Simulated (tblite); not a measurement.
# C6H11FOSi: the cost of one run

Programs: tblite 0.8.0 and PySCF 2.14.0, with density-fitted response routines of our own. Each step states its level of theory. These are calculated values for one molecule in the gas phase, unless marked as measured. Atoms count from 0, in the outputs and in this text.

## Step 1: The molecule as given

20 atoms, charge 0, multiplicity 1; geometry from: force field or distance geometry start.

Bonds of the start (Å): F0–C1 1.37, C1–C2 1.52, C2–O3 1.39, O3–C4 1.40, C4–C5 1.50, C5–C6 1.50, C6–C7 1.53, C7–Si8 1.87, C5–C1 1.50, C7–C5 1.48, C1–H9 1.11, C2–H10 1.12, C2–H11 1.11, C4–H12 1.11, C4–H13 1.10, C6–H14 1.10, C6–H15 1.09, C7–H16 1.10, Si8–H17 1.47, Si8–H18 1.48, Si8–H19 1.46.

## Step 2: Relaxing the molecule with GFN2-xTB

What the job is given:

```
{"job": {"kind": "relax", "xc": "GFN2-xTB", "basis": "xTB"}, "charge": 0, "multiplicity": 1}
F     -1.928300    -0.724800    -1.690500
C     -1.500500    -0.787100    -0.393600
C     -2.354500     0.154200     0.439700
O     -1.540200     0.314900     1.554700
C     -0.359500     0.794600     0.986900
C     -0.169600    -0.144400    -0.167200
C      0.547400     0.258200    -1.424800
C      1.133400    -0.783000    -0.476800
Si     2.565300    -0.150700     0.551000
H     -1.564200    -1.829200    -0.021200
H     -2.402100     1.143200    -0.074000
H     -3.352200    -0.260200     0.674000
H     -0.619400     1.789900     0.581300
H      0.490900     0.807600     1.679500
H      0.970900     1.273000    -1.457200
H      0.102600    -0.123700    -2.344600
H      1.205300    -1.809900    -0.872400
H      2.234400    -0.280800     1.980700
H      2.770400     1.284000     0.237300
H      3.764800    -0.915100     0.234300
```

The run is started by

```sh
$ OMP_NUM_THREADS=1 python probes_run.py task.json out
```

One launch serves the whole session: the jobs run in the order shown.

Q: Estimate the wall time of this first job on 1 thread of Arm Neoverse N1, shared host.

About 1.7 s.
